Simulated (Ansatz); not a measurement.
This script for the Python package of Ansatz (0.2.0) starts 5 runs on CH4OSSi, SMILES SC1O[SiH2]1. What input does the engine get in each?

`run_methods.py`
```python
'''One geometry of CH4OSSi, method by method.'''

from pathlib import Path

import ansatz as az
import numpy as np

GEOMETRY = '''
S    -1.94290    0.22800    0.00810
C    -0.40890    0.21180    0.66620
O     0.56700    0.88890   -0.09270
Si    0.98170   -0.71800   -0.23920
H    -1.75460    1.21950   -0.93660
H    -0.33130    0.22180    1.74470
H     2.20890   -1.03300    0.46560
H     0.77230   -1.07620   -1.67180
'''

ch4ossi = az.Crystal.molecule()
for line in GEOMETRY.strip().splitlines():
    symbol, *xyz = line.split()
    ch4ossi = ch4ossi.atom(symbol, [float(v) for v in xyz])

model = ch4ossi.calculation().basis(gaussian='cc-pVDZ')

print('functional    E (Ha)        dipole (D)   HOMO (eV)  LUMO (eV)')
for name in ['hf', 'pbe0', 'pbe', 'revpbe', 'r2scan']:
    rep = model.functional(name).forces().orbitals().run(threads=1, backend='cpu', runs_dir='runs').report
    lines = Path(rep['orbitals_path']).read_text().splitlines()
    field_of = lambda key: [line.split('=')[1].strip() for line in lines if line.startswith(key)]
    orbitals = [(27.211386 * float(e), s, float(n)) for e, s, n in zip(field_of('Ene='), field_of('Spin='), field_of('Occup='))]
    homo = max(e for e, _, n in orbitals if n > 0.5)
    lumo = min(e for e, _, n in orbitals if n < 0.5)
    dipole = 4.803205 * np.linalg.norm(rep['charge_distribution']['dipole_moment_e_ang'])
    print(f'{name:10s} {rep["free_energy_ev"] / 27.211386246:14.6f} {dipole:9.3f} {homo:11.3f} {lumo:10.3f}')
```

Run 1:
```yaml
crystal:
  periodic: [false, false, false]
  atoms:
    - { symbol: S, position_ang: [-1.9429, 0.228, 0.0081] }
    - { symbol: C, position_ang: [-0.4089, 0.2118, 0.6662] }
    - { symbol: O, position_ang: [0.567, 0.8889, -0.0927] }
    - { symbol: Si, position_ang: [0.9817, -0.718, -0.2392] }
    - { symbol: H, position_ang: [-1.7546, 1.2195, -0.9366] }
    - { symbol: H, position_ang: [-0.3313, 0.2218, 1.7447] }
    - { symbol: H, position_ang: [2.2089, -1.033, 0.4656] }
    - { symbol: H, position_ang: [0.7723, -1.0762, -1.6718] }
basis:
  gaussian:
    orbitals: cc-pVDZ
hamiltonian:
  xc: hf
output:
  orbitals: {}
  forces: true
```

Run 2, against run 1:
```diff
-  xc: hf
+  xc: pbe0
```

Run 3, against run 1:
```diff
-  xc: hf
+  xc: pbe
```

Run 4, against run 1:
```diff
-  xc: hf
+  xc: revpbe
```

Run 5, against run 1:
```diff
-  xc: hf
+  xc: r2scan
```

Running `python run_methods.py` prints:
```text
functional    E (Ha)        dipole (D)   HOMO (eV)  LUMO (eV)
hf            -801.452945     2.089      -8.350      2.443
pbe0          -802.973526     1.398      -5.939     -0.749
pbe           -802.907966     1.077      -4.857     -1.531
revpbe        -803.193379     1.085      -4.822     -1.469
r2scan        -803.247994     1.235      -5.080     -1.398
```

What to keep in mind:
- The settings weren't tested for convergence.
- The geometry is a force-field or estimated start, not a minimum of this method, and the basis set is short of its limit. A lower total doesn't mark the better method: functionals have no common bound, and MP2 and coupled cluster aren't variational.
- Levels such as HOMO and LUMO are orbital energies: with these approximate functionals they aren't the ionisation energy and electron affinity, and their gap isn't the fundamental gap.
- For Al to Cl the sets with a tight d function, cc-pV(X+d)Z, are usual.
- Hardware and time: 17 s on 1 thread of Arm Neoverse V1, on a shared host, peak memory 0.23 GiB.
